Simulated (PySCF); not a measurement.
**Accurate constants of CoO, step by step**

The task here is to estimate one member of a computed series from the others.

Computed with PySCF 2.14.0. Level: CCSD(T) on ROHF, no relativity in the base curves; scalar relativity is added as a correction.

The first run:

- molecule: CoO
- state: quartet, unpaired electrons π ↑↑, δ ↑
- smaller basis: Co aug-cc-pVDZ, O aug-cc-pVDZ
- larger basis: Co aug-cc-pVTZ, O aug-cc-pVTZ
- frozen core orbitals: 10
- extrapolation: correlation as n⁻³ (n = 2, 3), Hartree–Fock as (n+1)·exp(−9√n)
- corrections: scalar relativity
- distances (Å): 1.4252, 1.4900, 1.5547, 1.6195, 1.6843, 1.7653, 1.8463
- masses (u): 58.9332, 15.9949
- dissociation limit: Co + O

On the command line:

```
$ OMP_NUM_THREADS=4 python comp.py task.json out
```

One of the session's tables, all rows but one given; the rest of the session is left out.

Parts of the energy along the bond, in eV from Co + O:

| R (Å) | HF/CBS | CCSD corr. | (T) | relativity |
| --- | --- | --- | --- | --- |
| 1.4252 | 2.732 | -4.740 | -0.7232 | -0.0775 |
| 1.4900 | 1.878 | -4.530 | -0.7615 | -0.0294 |
| 1.5547 | 1.341 | -4.310 | -0.7991 | 0.0146 |
| 1.6195 | 1.049 | -4.101 | -0.8311 | 0.0539 |
| 1.6843 | 0.940 | -3.911 | -0.8518 | 0.0878 |
| 1.7653 | ? | ? | ? | ? |
| 1.8463 | 1.139 | -3.522 | -0.8245 | 0.1367 |

Estimate the missing values for R (Å) = 1.7653.

Worked estimate for «HF/CBS». A straight line through the neighbours (1.6843, 0.940) and (1.8463, 1.139) gives 0.940 + (1.139 − 0.940) × (1.7653 − 1.6843) / (1.8463 − 1.6843) = 1.040; a parabola fitted to 3 rows on both sides gives 0.955.

As computed: HF/CBS: 0.981; CCSD corr.: -3.702; (T): -0.8532; relativity: 0.1195. In «HF/CBS» the line misses by +0.059 and the parabola by -0.026.

Caveats from the session: Spin–orbit coupling, core–valence correlation and excitations beyond (T) are left out. An extrapolation from double and triple zeta is rough, so this isn't yet the limit.
